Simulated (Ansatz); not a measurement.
Consider vertical spin-state energies of CH3AlBrF, SMILES F[CH]([AlH2])Br (the Python package of Ansatz (0.2.0)).

The script, `run_spin.py`:
```python
"""Vertical spin-state energies of CH3AlBrF."""

import logging
import sys

import ansatz as az

logging.basicConfig(stream=sys.stdout, format="%(name)s: %(message)s")
log = logging.getLogger("calc")
log.setLevel(logging.INFO)

BASIS_SET = "6-31G*"
FUNCTIONAL = "pbe"
DISPERSION = "d3bj"

GEOMETRY = """
F    -0.50970   -1.84570   -0.04060
C    -0.46900   -0.51830   -0.55110
Al    0.72500    0.55640    0.58680
Br   -2.14410    0.31070   -0.56480
H    -0.06340   -0.55460   -1.60230
H     0.21860    1.88120    1.33560
H     2.30380    0.10230    0.79080
"""

molecule = az.Crystal.molecule()
for line in GEOMETRY.strip().splitlines():
    symbol, *xyz = line.split()
    molecule = molecule.atom(symbol, [float(v) for v in xyz])

calc = molecule.calculation().basis(gaussian=BASIS_SET).functional(FUNCTIONAL, dispersion=DISPERSION)
found = {}
for unpaired in [0, 2]:
    r = calc.spin("collinear", total=unpaired).run(threads=1).report
    s = unpaired / 2
    found[unpaired] = r["free_energy_ev"]
    log.info(f"2S+1 = {unpaired + 1}: E = {found[unpaired]:.5f} eV, <S^2> = {abs(r['mean_field']['state']['spin_squared']):.3f} (pure state {s * (s + 1):.2f})")
lowest = min(found, key=found.get)
for unpaired, e in found.items():
    log.info(f"multiplicity {unpaired + 1}: {96.485332 * (e - found[lowest]):.1f} kJ/mol above the lowest")
```

Which spin state is lowest at this geometry, and how far above lie the others?

In order: multiplicity 1 (+0.00 eV) and multiplicity 3 (+3.52 eV), all at the one geometry.

What the script printed:

```console
$ python run_spin.py
calc: 2S+1 = 1: E = -80417.89219 eV, <S^2> = 0.000 (pure state 0.00)
calc: 2S+1 = 3: E = -80414.37042 eV, <S^2> = 2.004 (pure state 2.00)
calc: multiplicity 1: 0.0 kJ/mol above the lowest
calc: multiplicity 3: 339.8 kJ/mol above the lowest
```

Reading the output:
- Total energies depend on the basis set; only differences at equal settings carry meaning.
- The geometry is a force-field or estimated start, not a minimum of this method, and the basis set is short of its limit. All parts are taken at fixed geometry, without zero-point energy.
- Wall time of the script: 15 s on 1 thread of Arm Neoverse V2, with other jobs on the host, peak memory 0.23 GiB.

(Lines on the test bed's own set-up are left out of the output.)
